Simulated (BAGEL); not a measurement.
# A workflow on GeSiH6 (SMILES [SiH3][GeH3])

Aim: a single-point energy (HF/6-31G*), then the energy (NEVPT2(2,2)/6-31G*), then a single-point energy (CASPT2(2,2)/6-31G*) of GeSiH6. 

Program for the calculation: BAGEL 1.2.2.

2 further runs of the same task are left out: 2 set aside as unsound or not needed.

### Step 1. Starting point

GeSiH6 has 8 atoms, charge 0, and is taken as a singlet. SMILES: `[SiH3][GeH3]`. The Ge2–H8 distance was set to 2.922 Å, away from the relaxed value. At this shape a bond of the SMILES string is far longer than usual.

Bond lengths: Si1–Ge2 2.378 Å, Si1–H3 1.487 Å, Si1–H4 1.487 Å, Si1–H5 1.487 Å, Ge2–H6 1.538 Å, Ge2–H7 1.538 Å. Angles: Si1–Ge2–H6 110.6°, Si1–Ge2–H7 110.6°, Ge2–Si1–H3 110.1°, Ge2–Si1–H4 110.1°, Ge2–Si1–H5 110.1°, H6–Ge2–H7 108.3°, H3–Si1–H4 108.8°, H3–Si1–H5 108.8°, H4–Si1–H5 108.8°.

### Step 2. The energy at HF/6-31G(d) (density fitting with svp-jkfit, spherical functions) (run 1)

The input, job.json:

```json
{ "bagel": [

{
  "title": "molecule",
  "basis": "6-31gs.json",
  "df_basis": "svp-jkfit",
  "angstrom": "true",
  "geometry": [
    { "atom": "Si", "xyz": [    0.202394,    1.432652,   -1.561626 ] },
    { "atom": "Ge", "xyz": [    1.248794,    0.652352,    0.425974 ] },
    { "atom": "H", "xyz": [   -1.175806,    1.903352,   -1.262326 ] },
    { "atom": "H", "xyz": [    0.128294,    0.337752,   -2.564726 ] },
    { "atom": "H", "xyz": [    0.979894,    2.560652,   -2.138826 ] },
    { "atom": "H", "xyz": [    1.338194,    1.779752,    1.467974 ] },
    { "atom": "H", "xyz": [    2.673394,    0.155652,    0.127674 ] },
    { "atom": "H", "xyz": [   -0.269300,   -1.556200,    1.590100 ] }
  ]
},
{
  "title": "hf"
},
{
  "title": "print",
  "file": "orbitals.molden",
  "orbitals": "true"
}

]}
```

The basis set 6-31G* is read from a file made from the Basis Set Exchange's data (not shown).

Launch:

```
$ BAGEL_NUM_THREADS=1 BAGEL job.json > job.out
```

Log:

```text
* using 1 threads per process

  ===============================================================
  ===============================================================

  *** Geometry ***

  { "atom" : "Si", "xyz" : [      0.382469,      2.707320,     -2.951045 ] },
  { "atom" : "Ge", "xyz" : [      2.359879,      1.232767,      0.804974 ] },
  { "atom" : "H", "xyz" : [     -2.221951,      3.596814,     -2.385450 ] },
  { "atom" : "H", "xyz" : [      0.242441,      0.638259,     -4.846630 ] },
  { "atom" : "H", "xyz" : [      1.851731,      4.838931,     -4.041795 ] },
  { "atom" : "H", "xyz" : [      2.528820,      3.363244,      2.774069 ] },
  { "atom" : "H", "xyz" : [      5.051982,      0.294140,      0.241269 ] },
  { "atom" : "H", "xyz" : [     -0.508903,     -2.940792,      3.004854 ] },

  Number of auxiliary basis functions:      502

  Since a DF basis is specified, we compute 2- and 3-index integrals:
    o Being stored without compression. Storage requirement is 0.015 GB

  Number of basis functions:       62
  Number of electrons      :       52

    * METHOD: MOLECULE                             0.25

  *** RHF ***

  === Nuclear Repulsion ===
   166.8336202726

      * DIIS with orbital gradients will be used.

  === RHF iteration (6-31gs.json) ===
      0      -2367.26706121          0.00853323           0.05
      1      -2367.31017635          0.00316366           0.05
      2      -2367.31488530          0.00147834           0.05
      3      -2367.31571205          0.00031495           0.05
      4      -2367.31575343          0.00006418           0.05
      5      -2367.31575797          0.00001325           0.05
      6      -2367.31575820          0.00000428           0.05
      7      -2367.31575823          0.00000131           0.05
      8      -2367.31575823          0.00000044           0.05
      9      -2367.31575823          0.00000013           0.05
     10      -2367.31575823          0.00000004           0.05
     11      -2367.31575823          0.00000001           0.05
     12      -2367.31575823          0.00000000           0.05
    * SCF iteration converged.

    * Permanent dipole moment:
           (   -0.495734,    -0.917559,     0.618288) a.u.

    * METHOD: HF                                   0.84

    * METHOD: PRINT                                0.01

  ===============================================================
```

It took 1.2 s on 1 thread of Arm Neoverse V1, shared host; peak memory 0.15 GiB.

### Step 3. The energy at NEVPT2(2,2)/6-31G(d) (density fitting with svp-jkfit, spherical functions) (run 2)

The input, calc.json:

```json
{ "bagel": [

{
  "title": "molecule",
  "basis": "6-31gs.json",
  "df_basis": "svp-jkfit",
  "angstrom": true,
  "geometry": [
    { "atom": "Si", "xyz": [    0.202394,    1.432652,   -1.561626 ] },
    { "atom": "Ge", "xyz": [    1.248794,    0.652352,    0.425974 ] },
    { "atom": "H", "xyz": [   -1.175806,    1.903352,   -1.262326 ] },
    { "atom": "H", "xyz": [    0.128294,    0.337752,   -2.564726 ] },
    { "atom": "H", "xyz": [    0.979894,    2.560652,   -2.138826 ] },
    { "atom": "H", "xyz": [    1.338194,    1.779752,    1.467974 ] },
    { "atom": "H", "xyz": [    2.673394,    0.155652,    0.127674 ] },
    { "atom": "H", "xyz": [   -0.269300,   -1.556200,    1.590100 ] }
  ]
},
{ "title": "hf" },
{ "title": "nevpt2", "nstate": 1, "nact": 2, "nclosed": 25, "active": [26, 27], "maxiter": 200, "natocc": true, "ncore": 14 },
{ "title": "print", "file": "orbitals.molden", "orbitals": true }

]}
```

The basis set 6-31G* is read from a file made from the Basis Set Exchange's data (not shown).

Launch:

```
$ BAGEL_NUM_THREADS=1 BAGEL calc.json > calc.out
```

Log:

```text
* using 1 threads per process

  ===============================================================
  ===============================================================

  *** Geometry ***

  { "atom" : "Si", "xyz" : [      0.382469,      2.707320,     -2.951045 ] },
  { "atom" : "Ge", "xyz" : [      2.359879,      1.232767,      0.804974 ] },
  { "atom" : "H", "xyz" : [     -2.221951,      3.596814,     -2.385450 ] },
  { "atom" : "H", "xyz" : [      0.242441,      0.638259,     -4.846630 ] },
  { "atom" : "H", "xyz" : [      1.851731,      4.838931,     -4.041795 ] },
  { "atom" : "H", "xyz" : [      2.528820,      3.363244,      2.774069 ] },
  { "atom" : "H", "xyz" : [      5.051982,      0.294140,      0.241269 ] },
  { "atom" : "H", "xyz" : [     -0.508903,     -2.940792,      3.004854 ] },

  Number of auxiliary basis functions:      502

  Since a DF basis is specified, we compute 2- and 3-index integrals:
    o Being stored without compression. Storage requirement is 0.015 GB

  Number of basis functions:       62
  Number of electrons      :       52

    * METHOD: MOLECULE                             0.25

  *** RHF ***

  === Nuclear Repulsion ===
   166.8336202726

      * DIIS with orbital gradients will be used.

  === RHF iteration (6-31gs.json) ===
      0      -2367.26706121          0.00853323           0.05
      1      -2367.31017635          0.00316366           0.05
      2      -2367.31488530          0.00147834           0.05
      3      -2367.31571205          0.00031495           0.05
      4      -2367.31575343          0.00006418           0.05
      5      -2367.31575797          0.00001325           0.05
      6      -2367.31575820          0.00000428           0.05
      7      -2367.31575823          0.00000131           0.05
      8      -2367.31575823          0.00000044           0.05
      9      -2367.31575823          0.00000013           0.05
     10      -2367.31575823          0.00000004           0.05
     11      -2367.31575823          0.00000001           0.05
     12      -2367.31575823          0.00000000           0.05
    * SCF iteration converged.

    * Permanent dipole moment:
           (   -0.495734,    -0.917559,     0.618288) a.u.

    * METHOD: HF                                   0.84

    * freezing 14 orbitals
  ---------------------------
      CASSCF calculation
  ---------------------------

    ==== Active orbitals : =====
         Orbital 26
         Orbital 27
    ============================

    * nstate   :      1
    * nclosed  :     25
    * nact     :      2
    * nvirt    :     35
  === CASSCF iteration (6-31gs.json) ===

    * Using the second-order algorithm

      0  0     -2367.35712878     5.35e-03      0.02

      1  0     -2367.37706852     8.94e-04      0.24

      2  0     -2367.37757659     2.58e-04      0.24

      3  0     -2367.37759681     7.17e-05      0.24

      4  0     -2367.37759821     1.91e-05      0.24

      5  0     -2367.37759830     5.05e-06      0.24

      6  0     -2367.37759831     1.33e-06      0.23

      7  0     -2367.37759831     3.52e-07      0.24

      8  0     -2367.37759831     9.31e-08      0.22

      9  0     -2367.37759831     2.46e-08      0.20

     10  0     -2367.37759831     6.51e-09      0.18

    * Second-order optimization converged. *

     guess   0:   closed 1.                   open ..

  === FCI iteration ===

      0  0     -2367.30856938     7.39e-02      0.00
      1  0     -2367.37507623     1.41e-02      0.00
      2  0 *   -2367.37759831     6.18e-16      0.00

     * ci vector, state   0, <S^2> = 0.0000
       2.     0.9051968368
       .2    -0.4249925725

  === DF-NEVPT2 calculation ===

    * 3-index integral transformation done
    * assembly done

      NEVPT2 correlation energy:   -0.3139953488      0.06

          (+0)     -0.2888103829
          (+0)'    -0.0044061852
          (+1)     -0.0058443249
          (+1)'    -0.0000000000
          (+2)     -0.0002048657
          (-1)     -0.0143169529
          (-1)'     0.0000000000
          (-2)     -0.0004126371

      NEVPT2 total energy:       -2367.6915936609

    * METHOD: NEVPT2                               2.54

    * METHOD: PRINT                                0.01

  ===============================================================
```

Wall time 3.9 s (1 thread of Arm Neoverse V1, shared host); peak memory 0.15 GiB.

### Step 4. A single-point energy at CASPT2(2,2)/6-31G(d) (density fitting with svp-jkfit, spherical functions) (run 3)

calc.json: that of step 3 with these lines changed.

```diff
@@ -18,5 +18,30 @@
 },
-{ "title": "hf" },
-{ "title": "nevpt2", "nstate": 1, "nact": 2, "nclosed": 25, "active": [26, 27], "maxiter": 200, "natocc": true, "ncore": 14 },
-{ "title": "print", "file": "orbitals.molden", "orbitals": true }
+{
+  "title": "hf"
+},
+{
+  "title": "casscf",
+  "nstate": 1,
+  "nact": 2,
+  "nclosed": 25,
+  "nspin": 0,
+  "active": [26, 27],
+  "maxiter": 200,
+  "natocc": true
+},
+{
+  "title": "print",
+  "file": "orbitals.molden",
+  "orbitals": true
+},
+{
+  "title": "smith",
+  "method": "caspt2",
+  "ms": true,
+  "xms": true,
+  "sssr": true,
+  "shift": 0.2,
+  "shift_imag": true,
+  "ncore": 14
+}
```

The basis set 6-31G* is read from a file made from the Basis Set Exchange's data (not shown).

Launch:

```
$ BAGEL_NUM_THREADS=1 BAGEL calc.json > calc.out
```

Log:

```text
* using 1 threads per process

  ===============================================================
  ===============================================================

  *** Geometry ***

  { "atom" : "Si", "xyz" : [      0.382469,      2.707320,     -2.951045 ] },
  { "atom" : "Ge", "xyz" : [      2.359879,      1.232767,      0.804974 ] },
  { "atom" : "H", "xyz" : [     -2.221951,      3.596814,     -2.385450 ] },
  { "atom" : "H", "xyz" : [      0.242441,      0.638259,     -4.846630 ] },
  { "atom" : "H", "xyz" : [      1.851731,      4.838931,     -4.041795 ] },
  { "atom" : "H", "xyz" : [      2.528820,      3.363244,      2.774069 ] },
  { "atom" : "H", "xyz" : [      5.051982,      0.294140,      0.241269 ] },
  { "atom" : "H", "xyz" : [     -0.508903,     -2.940792,      3.004854 ] },

  Number of auxiliary basis functions:      502

  Since a DF basis is specified, we compute 2- and 3-index integrals:
    o Being stored without compression. Storage requirement is 0.015 GB

  Number of basis functions:       62
  Number of electrons      :       52

    * METHOD: MOLECULE                             0.26

  *** RHF ***

  === Nuclear Repulsion ===
   166.8336202726

      * DIIS with orbital gradients will be used.

  === RHF iteration (6-31gs.json) ===
      0      -2367.26706121          0.00853323           0.06
      1      -2367.31017635          0.00316366           0.05
      2      -2367.31488530          0.00147834           0.05
      3      -2367.31571205          0.00031495           0.05
      4      -2367.31575343          0.00006418           0.05
      5      -2367.31575797          0.00001325           0.05
      6      -2367.31575820          0.00000428           0.05
      7      -2367.31575823          0.00000131           0.05
      8      -2367.31575823          0.00000044           0.05
      9      -2367.31575823          0.00000013           0.05
     10      -2367.31575823          0.00000004           0.05
     11      -2367.31575823          0.00000001           0.05
     12      -2367.31575823          0.00000000           0.05
    * SCF iteration converged.

    * Permanent dipole moment:
           (   -0.495734,    -0.917559,     0.618288) a.u.

    * METHOD: HF                                   0.89

  ---------------------------
      CASSCF calculation
  ---------------------------

    ==== Active orbitals : =====
         Orbital 26
         Orbital 27
    ============================

    * nstate   :      1
    * nclosed  :     25
    * nact     :      2
    * nvirt    :     35
  === CASSCF iteration (6-31gs.json) ===

    * Using the second-order algorithm

      0  0     -2367.35712878     5.35e-03      0.02

      1  0     -2367.37706852     8.94e-04      0.25

      2  0     -2367.37757659     2.58e-04      0.25

      3  0     -2367.37759681     7.17e-05      0.25

      4  0     -2367.37759821     1.91e-05      0.24

      5  0     -2367.37759830     5.05e-06      0.24

      6  0     -2367.37759831     1.33e-06      0.23

      7  0     -2367.37759831     3.52e-07      0.24

      8  0     -2367.37759831     9.31e-08      0.22

      9  0     -2367.37759831     2.46e-08      0.21

     10  0     -2367.37759831     6.51e-09      0.18

    * Second-order optimization converged. *

     guess   0:   closed 1.                   open ..

  === FCI iteration ===

      0  0     -2367.30856938     7.39e-02      0.00
      1  0     -2367.37507623     1.41e-02      0.00
      2  0 *   -2367.37759831     6.18e-16      0.00

     * ci vector, state   0, <S^2> = 0.0000
       2.     0.9051968368
       .2    -0.4249925725

    * METHOD: CASSCF                               2.45

    * METHOD: PRINT                                0.01

  === SMITH program ===

    * freezing 14 orbitals

    * Approximate memory requirement for SMITH calulation per MPI process:
      o Storage requirement for T-amplitude, lambda, and residual is 0.01 GB
      o Storage requirement for MO integrals is 0.00 GB
    * Calculating and saving rdm4f

    * Zeroth order energy : state  0       -0.4617049823

    * CASPT2 iteration is performed using orthogonal basis

      -------------------------------------------  CASPT2 iteration  ---------------------------------------------------
       #      aibj      arbs      arbi      airj      risj      airs      arst      rist         Etot      error   time
      ------------------------------------------------------------------------------------------------------------------

       0  -0.28762  -0.00056  -0.01517  -0.00639  -0.00033  -0.00426  -0.00000  -0.00000   -0.3143263  0.0005824   0.03
       1  -0.28764  -0.00057  -0.01518  -0.00642  -0.00034  -0.00431   0.00000  -0.00000   -0.3144582  0.0000802   0.03
       2  -0.28764  -0.00057  -0.01518  -0.00642  -0.00034  -0.00431  -0.00000  -0.00000   -0.3144606  0.0000100   0.03
       3  -0.28764  -0.00057  -0.01518  -0.00642  -0.00034  -0.00431  -0.00000  -0.00000   -0.3144606  0.0000015   0.03
       4  -0.28764  -0.00057  -0.01518  -0.00642  -0.00034  -0.00431   0.00000  -0.00000   -0.3144606  0.0000002   0.03

      ------------------------------------------------------------------------------------------------------------------

    * CASPT2 energy : state  0    -2367.6939350126
        w/o shift correction      -2367.6920589104
        reference weight              0.9123485966

    * METHOD: SMITH                                0.28

  ===============================================================
```

Wall time 4.2 s (1 thread of Arm Neoverse V1, shared host); peak memory 0.15 GiB.

### Step 5. Summary of results

| quantity | value |
| --- | --- |
| run 1, HF/6-31G*: total energy | -2367.31576 Eh |
| run 1, HF/6-31G*: dipole moment | 3.08 D |
| run 1, HF/6-31G*: HOMO energy | -8.39 eV |
| run 1, HF/6-31G*: LUMO energy | -0.11 eV |
| run 1, HF/6-31G*: HOMO–LUMO gap | 8.28 eV |
| run 2, NEVPT2(2,2)/6-31G*: total energy | -2367.69159 Eh |
| run 3, CASPT2(2,2)/6-31G*: total energy | -2367.69394 Eh |

What this shows: One bond (run 1, HF/6-31G*) is far stretched, which a spin-restricted single reference describes badly; a broken-symmetry solution may lie lower.
